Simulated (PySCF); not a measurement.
# F4Ta (Ta(F)4): the cost of one run

Method: r2SCAN, Ta def2-SVP with ECP60, F def2-SVP; scalar-relativistic core potentials, no spin–orbit coupling; program: PySCF 2.14.0.

3 further runs of the same task are left out: 2 for a known fault of the program, 1 that didn't finish. Runs told in other sessions of the task aren't counted.

## (1) Where the work starts

5 atoms, charge 0, spin multiplicity 2.

Bond lengths: Ta1–F2 1.875 Å, Ta1–F3 1.875 Å, Ta1–F4 1.875 Å, Ta1–F5 1.875 Å. Angles: F2–Ta1–F3 96.3°, F2–Ta1–F4 141.2°, F2–Ta1–F5 96.3°, F3–Ta1–F4 96.3°, F3–Ta1–F5 141.2°, F4–Ta1–F5 96.3°.

Coordinates:

```xyz
5
charge 0, multiplicity 2
Ta    0.0000    0.0000    0.0000
F     1.7686    0.0000   -0.6226
F     0.0000    1.7686    0.6226
F    -1.7686    0.0000   -0.6226
F     0.0000   -1.7686    0.6226
```

Formal oxidation states: Ta +4. An earlier session relaxed this geometry at r2SCAN, Ta def2-SVP with ECP60, F def2-SVP (doublet, point group D2d).

Its energy there is -456.197418 Eh.

## (2) Multiplicity 4 at the relaxed geometry

run.py (the lines that set the calculation)

```python
mol = gto.M(atom='''
Ta     0.00000     0.00000     0.00000
F      1.76863     0.00000    -0.62260
F      0.00000     1.76863     0.62260
F     -1.76863     0.00000    -0.62260
F      0.00000    -1.76863     0.62260''',
    basis={'Ta': 'def2-SVP', 'F': 'def2-SVP'},
    ecp={'Ta': 'def2-SVP'},
    charge=0, spin=3)
mf = dft.UKS(mol, xc='R2SCAN')
mf.grids.atom_grid = (50, 194)
mf = mf.density_fit()  # fitting sets: Ta def2-universal-JKFIT, F def2-universal-JKFIT
mf.conv_tol = 1e-08; mf.max_cycle = 55
mf.kernel(dm0)  # dm0: free metal ions and neutral atoms
```

On the command line:

```console
$ OMP_NUM_THREADS=2 python run.py
```

**Question.** How long does this run take on 2 threads of Arm Neoverse V1, shared host?

About 5.7 s.
